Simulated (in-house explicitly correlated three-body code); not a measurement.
**Two electrons around a charge of +1.36: exact states and exact Kohn–Sham parts**

An exercise on one series of results from a longer session: the logs are not shown, and one member is left open.

Program: in-house explicitly correlated three-body code version 1. Level of theory: two electrons, non-relativistic, variational in exponentially correlated functions. These are calculated values, not measurements, unless marked.

### What is computed

```
charge of the centre : +1.36
mass of the centre   : infinite
interactions         : Coulomb
basis                : 260 functions exp(−a r1 − b r2 − g r12) a state, exponent ranges optimised
units                : hartree and bohr; relativity and QED are left out
```

The first run:

Settings:

```ini
Z = 1.36
interaction_strength = 1.0
functions = 260
states_tried = 13
```

Command:

```console
python run_hyl.py task.json out
```

Steps of the session up to this table: Input and results.

One table of the session follows, with a row left open; its other results are not shown here.

It belongs to the step «The bound states». 

```
state  binding (eV)  excitation (eV)  ⟨r12⟩ (bohr)
 1 ¹S       6.18517                0         2.447
 2 ³S      0.818232          5.36694         9.223
 2 ¹S      0.631149          5.55402         11.91
 2 ³P      0.457939          5.72723         13.23
 2 ¹P      0.441892          5.74328         13.93
 3 ³S      0.287669          5.89750         25.66
 3 ¹S      0.245461          5.93971         30.08
 3 ³P             ?                ?             ?
 3 ¹P      0.196097          5.98907         34.73
 4 ³S      0.145772          6.03940         50.48
 4 ¹S      0.130009          6.05516         56.61
 4 ³P      0.112640          6.07253         62.41
 4 ¹P      0.110259          6.07491         63.88
```

Q: Estimate the row for 3 ³P from the others.

The run gave: binding (eV): 0.201530; excitation (eV): 5.98364; ⟨r12⟩ (bohr): 33.63. In the column «binding (eV)» it lies between 3 ¹P (0.196097) and 3 ¹S (0.245461).
